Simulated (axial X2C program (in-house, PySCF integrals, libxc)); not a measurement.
# GaCN: bond lengths and stretches, held linear

How do method and spin–orbit coupling move the bonds and stretches of GaCN, held linear?

Program: an in-house X2C program for linear molecules on PySCF integrals. Level of theory: all-electron X2C, two-component (2c) or spin-free, Ga dyall-v3z, C dyall-v3z, N dyall-av3z. These are calculated values, not measurements.

All values are calculated.

1 further run of the same task is left out (set aside as unsound or not needed).

## (1) The job

Input file task.json:

```json
{"zs": [31, 6, 7], "q": 0, "bas": ["dyall-v3z", "dyall-v3z", "dyall-av3z"], "r0": [1.94, 1.16], "symm": 0, "scan": ["PBE0", "HF", "LDA"], "levels": ["PBE0", "HF", "LDA"], "nst": 2}
```

Keys: zs atomic numbers; q charge; bas basis sets; r0 starting distance in Å; symm equal bonds; scan levels of the two-bond scan (MP2 follows by itself at each HF point); levels methods; nst determinants followed.

Started as:

```
> python solin.py task.json out
```

Masses Ga 68.926, C 12.000, N 14.003 u.

## (2) Scan at PBE0, 2c

State: Ω = 0 (all partner blocks equally filled). Energies above the lowest point, from the job's result record:

```
r(Ga–C) (Å)  r(C–N) (Å)  E (meV)
     2.0280      1.1300    59.17
     2.0280      1.1590    13.02
     2.0280      1.1880    65.72
     2.0800      1.1300    46.82
     2.0800      1.1590     0.00
     2.0800      1.1880    52.02
     2.0800      1.2169   185.21
     2.1320      1.1300    59.30
     2.1320      1.1590    11.82
     2.1320      1.1880    63.17
     2.1840      1.1590    43.72
     2.1840      1.2169   226.28
```

A quadratic surface with cubic terms in each bond gives the minimum at 2.080 and 1.157 Å, force constants 1.47, 19 and coupling -0.07 mdyn/Å.

## (3) Scan at HF, 2c

State: Ω = 0 (all partner blocks equally filled). Energies above the lowest point, from the job's result record:

```
r(Ga–C) (Å)  r(C–N) (Å)  E (meV)
     2.0280      1.1300    21.48
     2.0280      1.1590    58.78
     2.0280      1.1880   198.65
     2.0800      1.1300     0.00
     2.0800      1.1590    36.00
     2.0800      1.1880   174.55
     2.0800      1.2169   397.37
     2.1320      1.1300     5.30
     2.1320      1.1590    40.01
     2.1320      1.1880   177.24
     2.1840      1.1590    65.53
     2.1840      1.2169   421.60
```

A quadratic surface with cubic terms in each bond gives the minimum at 2.095 and 1.135 Å, force constants 1.5, 22.2 and coupling -0.14 mdyn/Å.

## (4) Scan at LDA, 2c

State: Ω = 0 (all partner blocks equally filled). Energies above the lowest point, from the job's result record:

```
r(Ga–C) (Å)  r(C–N) (Å)  E (meV)
     2.0280      1.1300    63.25
     2.0280      1.1590     0.00
     2.0280      1.1880    33.03
     2.0800      1.1300    63.98
     2.0800      1.1590     0.31
     2.0800      1.1880    32.93
     2.0800      1.2169   144.43
     2.1320      1.1300    87.81
     2.1320      1.1590    23.73
     2.1320      1.1880    55.93
     2.1840      1.1590    65.75
     2.1840      1.2169   208.25
```

A quadratic surface with cubic terms in each bond gives the minimum at 2.053 and 1.163 Å, force constants 1.51, 17.9 and coupling -0.04 mdyn/Å.

## (5) Comparison

| level | r(Ga–C) (Å) | r(C–N) (Å) | lower stretch (cm⁻¹) | upper stretch (cm⁻¹) |
| --- | --- | --- | --- | --- |
| PBE0, 2c | 2.080 | 1.157 | 359.2 | 2264.6 |
| HF, 2c | 2.095 | 1.135 | 362.0 | 2449.6 |
| LDA, 2c | 2.053 | 1.163 | 363.0 | 2199.5 |
| MP2, 2c | 2.063 | 1.180 | 367.5 | 2053.5 |
| PBE0, spin-free | 2.079 | 1.157 | 359.4 | 2264.7 |
| HF, spin-free | 2.094 | 1.135 | 362.1 | 2449.7 |
| LDA, spin-free | 2.053 | 1.163 | 363.2 | 2199.5 |
| MP2, spin-free | 2.063 | 1.180 | 367.7 | 2053.5 |

Scans not shown above were run alike.

In words: Over the levels the Ga–C bond spans 2.053 to 2.095 Å and the C–N bond 1.135 to 1.180 Å. At PBE0 spin–orbit coupling leaves both bonds unchanged to 0.001 Å. Each state is one determinant, the lowest of a limited PBE0 search; the stretches come from a fit to few points and are good to some per cent at best. MP2 freezes inner shells (threshold -2 hartree). The molecule was held linear; bending was not examined, so a bent shape may lie lower.
